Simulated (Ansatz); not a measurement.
# Na8CeSi6O18: the cost of one run

Method: DFT, PBE, plane-wave PAW, default files, scalar-relativistic, as far as a step names no other, in Ansatz 0.2.0.

1 further run of the same task is left out (it didn't finish).

## 1. Starting point

Symmetry: R-3m, No. 166, trigonal system. The conventional cell has a = 10.442 Å, b = 10.442 Å, c = 13.216 Å, α = 90.00°, β = 90.00°, γ = 120.00°. Around Na (site symmetry 2/m) lie 8 O at 2.33 to 2.73 Å. Around Na (site symmetry 2/m) lie 8 O at 2.66 to 2.67 Å. Around Na (site symmetry 3m) lie 3 O at 2.15 Å. Ce (site symmetry -3m) has 6 O at 2.24 Å as nearest neighbours. Si (site symmetry m) is surrounded by 4 O at 1.57 to 1.65 Å. Around O (site symmetry m) lie 1 Si at 1.62 Å and 1 Ce at 2.24 Å. O (site symmetry m) is surrounded by 1 Si at 1.57 Å and 1 Na at 2.15 Å. O (site symmetry 2) is surrounded by 2 Si at 1.65 Å.

As a file:

```
Na Ce Si O
1.0
     5.22100    3.01435    4.40533
    -5.22100    3.01435    4.40533
     0.00000   -6.02869    4.40533
Na Ce Si O
8 1 6 18
Direct
  0.50000 0.00000 0.50000
  0.50000 0.50000 0.00000
  0.00000 0.50000 0.50000
  0.50000 0.00000 0.00000
  0.00000 0.50000 0.00000
  0.00000 0.00000 0.50000
  0.23669 0.23669 0.23669
  0.76331 0.76331 0.76331
  0.50000 0.50000 0.50000
  0.21808 0.21808 0.77140
  0.77140 0.21808 0.21808
  0.21808 0.77140 0.21808
  0.22860 0.78192 0.78192
  0.78192 0.78192 0.22860
  0.78192 0.22860 0.78192
  0.29633 0.29633 0.58160
  0.58160 0.29633 0.29633
  0.29633 0.58160 0.29633
  0.41840 0.70367 0.70367
  0.70367 0.70367 0.41840
  0.70367 0.41840 0.70367
  0.28528 0.28528 0.95530
  0.95530 0.28528 0.28528
  0.28528 0.95530 0.28528
  0.04470 0.71472 0.71472
  0.71472 0.71472 0.04470
  0.71472 0.04470 0.71472
  0.25020 0.00000 0.74980
  0.74980 0.25020 0.00000
  0.00000 0.74980 0.25020
  0.74980 0.00000 0.25020
  0.25020 0.74980 0.00000
  0.00000 0.25020 0.74980
```

## 2. Relaxing the atoms in the given cell

File input.yaml:

```yaml
crystal:
  lattice:
    - [5.221, 3.0143457554, 4.4053333333]
    - [-5.221, 3.0143457554, 4.4053333333]
    - [0.0, -6.0286915109, 4.4053333333]
  atoms:
    - { symbol: Na, position: [0.5, 0.0, 0.5] }
    - { symbol: Na, position: [0.5, 0.5, 0.0] }
    - { symbol: Na, position: [0.0, 0.5, 0.5] }
    - { symbol: Na, position: [0.5, 0.0, 0.0] }
    - { symbol: Na, position: [0.0, 0.5, 0.0] }
    - { symbol: Na, position: [0.0, 0.0, 0.5] }
    - { symbol: Na, position: [0.236689, 0.236689, 0.236689] }
    - { symbol: Na, position: [0.763311, 0.763311, 0.763311] }
    - { symbol: Ce, position: [0.5, 0.5, 0.5] }
    - { symbol: Si, position: [0.2180835, 0.2180835, 0.7714] }
    - { symbol: Si, position: [0.7714, 0.2180835, 0.2180835] }
    - { symbol: Si, position: [0.2180835, 0.7714, 0.2180835] }
    - { symbol: Si, position: [0.2286, 0.7819165, 0.7819165] }
    - { symbol: Si, position: [0.7819165, 0.7819165, 0.2286] }
    - { symbol: Si, position: [0.7819165, 0.2286, 0.7819165] }
    - { symbol: O, position: [0.2963335, 0.2963335, 0.5816] }
    - { symbol: O, position: [0.5816, 0.2963335, 0.2963335] }
    - { symbol: O, position: [0.2963335, 0.5816, 0.2963335] }
    - { symbol: O, position: [0.4184, 0.7036665, 0.7036665] }
    - { symbol: O, position: [0.7036665, 0.7036665, 0.4184] }
    - { symbol: O, position: [0.7036665, 0.4184, 0.7036665] }
    - { symbol: O, position: [0.2852835, 0.2852835, 0.9553] }
    - { symbol: O, position: [0.9553, 0.2852835, 0.2852835] }
    - { symbol: O, position: [0.2852835, 0.9553, 0.2852835] }
    - { symbol: O, position: [0.0447, 0.7147165, 0.7147165] }
    - { symbol: O, position: [0.7147165, 0.7147165, 0.0447] }
    - { symbol: O, position: [0.7147165, 0.0447, 0.7147165] }
    - { symbol: O, position: [0.2502, 0.0, 0.7498] }
    - { symbol: O, position: [0.7498, 0.2502, 0.0] }
    - { symbol: O, position: [0.0, 0.7498, 0.2502] }
    - { symbol: O, position: [0.7498, 0.0, 0.2502] }
    - { symbol: O, position: [0.2502, 0.7498, 0.0] }
    - { symbol: O, position: [0.0, 0.2502, 0.7498] }
kpoints:
  mp_grid: { grid: [3, 3, 3] }
scf:
  occupations: { method: fermi_dirac, width: 0.02 }
hamiltonian:
  xc: pbe
  pseudopotentials: { kind: paw }
output:
  forces: true
  stress: true
  populations: true
  efg:
    quadrupole_moments_barn: { Na: 0.104, O: -0.02558 }
    contact_densities: true
  write_density: true
  write_potential: true
  elf: true
  volumetric_format: npy
relax:
  f_tol: 0.02
  max_steps: 60
```

On the command line:

```bash
$ ansatz run input.yaml --threads 4 --pin off --max-ram 8192MiB --backend cpu --events-out ev --progress --plain --runs-dir out
```

Q: Estimate wall time and peak memory on 4 threads of Arm Neoverse V1, shared host.

About 53 s, with a peak of 1.6 GiB.
